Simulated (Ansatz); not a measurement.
# BrClSi: the cost of one run

Computed with Ansatz 0.2.0 through its Python package. The levels of theory stand in the script.

### 1 Starting point

Bond lengths: Cl1–Si2 2.065 Å, Si2–Br3 2.200 Å. Angles: Cl1–Si2–Br3 107.6°.

The script holds or builds the structure itself.

### 2 The code

File cas_brclsi.py:

```python
"""Active-space calculation on BrClSi."""

import ansatz as az

molecule = (
    az.Crystal.molecule()
    .atom("Cl", [0.7018, 1.48, 0.5362])
    .atom("Si", [-0.7103, 0.266, -0.3569])
    .atom("Br", [-0.0024, -1.8108, -0.1926])
)

calculation = molecule.calculation()
calculation = calculation.basis(gaussian="def2-SVP").correlation(active_electrons=6, active_orbitals=7)
for method in [None, "sc_nevpt2"]:
    report = (calculation if method is None else calculation.correlation(method)).run(threads=1, backend="cpu").report
    space = report["configurations"]
    state = space["states"][0]
    print(method or "casscf", f"total {report['free_energy_ev'] / 27.211386246:.6f} Ha, active-space state {state['energy']['hartree']:.6f} Ha, mean field {report['reference_energy_ev'] / 27.211386246:.6f} Ha")
    print("  determinants", state["n_determinants"], " natural occupations", [round(n, 3) for n in space["natural_occupations"]])
print("effectively unpaired electrons, sum of min(n, 2 - n):", round(sum(min(n, 2 - n) for n in space["natural_occupations"]), 3))
```

### 3 Running it

The run is started by

```
> python cas_brclsi.py
```

**Question.** How long does this script take on 1 thread of Arm Neoverse V2, shared host, and how much memory does it need?

About 29 s, with a peak of 0.24 GiB.
